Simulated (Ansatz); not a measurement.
# CH5FHfO2: basis-set convergence

An exercise on one series of results from a longer session: the logs are not shown, and one member is left open.

Program: Ansatz 0.2.0, Gaussian basis. Level of theory: one geometry, several basis sets. These are calculated values, not measurements.

Levels to be run: PBE0-D4/def2-SVP; ωB97M-V/def2-SVP; PBE0-D4/def2-QZVPP; ωB97M-V/def2-QZVPP; the functionals' def2-TZVPP values are taken from earlier runs.

1 further run of the same task is left out (for a known fault of the program). Runs told in other sessions of the task aren't counted.

## Structure used throughout

An earlier PBE0-D4 in a triple-zeta def2 set relaxation fixed the geometry. Hf takes the def2 core potential; no spin-orbit term is included.

SMILES `[CH3][Hf]([OH])([OH])[F]`, 10 atoms, charge 0, spin multiplicity 1.

Atoms are counted from 1 here; the program's logs count them from 0.

Bond lengths: C1–Hf2 2.223 Å, C1–H6 1.095 Å, C1–H7 1.096 Å, C1–H8 1.096 Å, Hf2–O3 1.917 Å, Hf2–O4 1.916 Å, Hf2–F5 1.919 Å, O3–H9 0.951 Å, O4–H10 0.951 Å. Angles: Hf2–C1–H6 111.6°, Hf2–C1–H7 111.3°, Hf2–C1–H8 111.3°, H6–C1–H7 107.4°, H6–C1–H8 107.4°, H7–C1–H8 107.6°, C1–Hf2–O3 105.7°, C1–Hf2–O4 105.6°, C1–Hf2–F5 106.1°, O3–Hf2–O4 115.0°, O3–Hf2–F5 111.8°, O4–Hf2–F5 111.8°, Hf2–O3–H9 168.6°, Hf2–O4–H10 168.9°.

The first run:

in.yaml reads:

```yaml
crystal:
  periodic: [false, false, false]
  atoms:
    - {symbol: C, position_ang: [-1.003575, -0.219882, 1.198516]}
    - {symbol: Hf, position_ang: [0.132488, 0.304462, -0.639024]}
    - {symbol: O, position_ang: [1.689179, 1.244472, -0.033968]}
    - {symbol: O, position_ang: [0.483447, -1.359823, -1.521975]}
    - {symbol: F, position_ang: [-1.023614, 1.432125, -1.674675]}
    - {symbol: H, position_ang: [-0.418719, -0.863543, 1.864590]}
    - {symbol: H, position_ang: [-1.277923, 0.676389, 1.766248]}
    - {symbol: H, position_ang: [-1.929040, -0.754029, 0.955491]}
    - {symbol: H, position_ang: [2.542438, 1.638146, 0.112099]}
    - {symbol: H, position_ang: [0.805309, -2.098307, -2.027291]}
basis:
  gaussian: {orbitals: def2-SVP}
hamiltonian: {xc: pbe0, dispersion: d4}
output: {orbitals: {seedname: orbitals}}
```

Command:

```sh
> ansatz run in.yaml --threads 4 --pin off --events-out ev --progress --plain --max-ram 10444MiB
```

Steps of the session up to this table: PBE0-D4 in def2-SVP; ωB97M-V in def2-SVP; PBE0-D4 in def2-QZVPP; ωB97M-V in def2-QZVPP.

One of the session's tables, all rows but one given; the rest of the session is left out.

It belongs to the step «Density functionals: the series». 

```
functional       basis  HOMO (eV)  LUMO (eV)
   PBE0-D4    def2-SVP      -7.51       0.09
   PBE0-D4  def2-TZVPP      -7.60      -0.10
   PBE0-D4  def2-QZVPP      -7.63      -0.35
   ωB97M-V    def2-SVP          ?          ?
   ωB97M-V  def2-TZVPP      -9.87       0.96
   ωB97M-V  def2-QZVPP      -9.90       0.48
```

**Question.** Estimate the row for ωB97M-V, def2-SVP.

As computed: HOMO (eV): -9.77; LUMO (eV): 1.23. In the column «HOMO (eV)» it lies between ωB97M-V, def2-TZVPP (-9.87) and PBE0-D4, def2-QZVPP (-7.63).
